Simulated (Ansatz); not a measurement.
# HfSb2Au3: the cost of one run

Program: Ansatz 0.2.0. Level of theory: DFT PBE, scalar-relativistic, plane waves, PAW. These are calculated values, not measurements.

**1. The system as given**

It takes space group P6/mmm (No. 191, hexagonal). The conventional cell has a = 6.580 Å, b = 6.580 Å, c = 3.605 Å, α = 90.00°, β = 90.00°, γ = 120.00°. Around Hf (site symmetry 6/mmm) lie 2 Hf at 3.60 Å and 12 Au at 3.75 Å and 6 Sb at 3.80 Å. Sb (site symmetry -6m2) has 6 Au at 2.62 Å as nearest neighbours. Around Au (site symmetry mmm) lie 4 Sb at 2.62 Å.

As a file:

```
Hf Sb Au
1.0
     6.58035    0.00000    0.00000
    -3.29017    5.69875    0.00000
     0.00000    0.00000    3.60452
Hf Sb Au
1 2 3
Direct
  0.00000 0.00000 0.00000
  0.33333 0.66667 0.00000
  0.66667 0.33333 0.00000
  0.50000 0.00000 0.50000
  0.50000 0.50000 0.50000
  0.00000 0.50000 0.50000
```

The cell is invented: species swapped into a database cell of TbB2Ru3 (P6/mmm, No. 191), with Hf on the Tb sites, Sb on the B sites and Au on the Ru sites. The dimensions are guesses.

**2. The guess as it stands, on a coarse mesh**

Input file input.yaml:

```yaml
crystal:
  lattice:
    - [6.58034582, 0.0, 0.0]
    - [-3.29017291, 5.69874664, 0.0]
    - [0.0, 0.0, 3.60452049]
  atoms:
    - { symbol: Hf, position: [0.0, 0.0, 0.0] }
    - { symbol: Sb, position: [0.33333333, 0.66666667, 0.0] }
    - { symbol: Sb, position: [0.66666667, 0.33333333, 0.0] }
    - { symbol: Au, position: [0.5, 0.0, 0.5] }
    - { symbol: Au, position: [0.5, 0.5, 0.5] }
    - { symbol: Au, position: [0.0, 0.5, 0.5] }
basis:
  ecutwfc: 420
kpoints:
  mp_grid: { grid: [3, 3, 6] }
hamiltonian:
  xc: pbe
scf:
  occupations: { method: gaussian, width: 0.1 }
  lower_state_search: "off"
output:
  forces: true
  stress: true
  eigenvalues: true
```

Started as:

```bash
$ ansatz run input.yaml --threads 1 --pin off --max-ram 2048MiB --backend cpu --events-out ev --progress --plain --runs-dir out
```

**Question.** How long does this run take on 1 thread of Arm Neoverse V1, shared host, and how much memory does it need?

About 6.9 s, with a peak of 0.45 GiB.
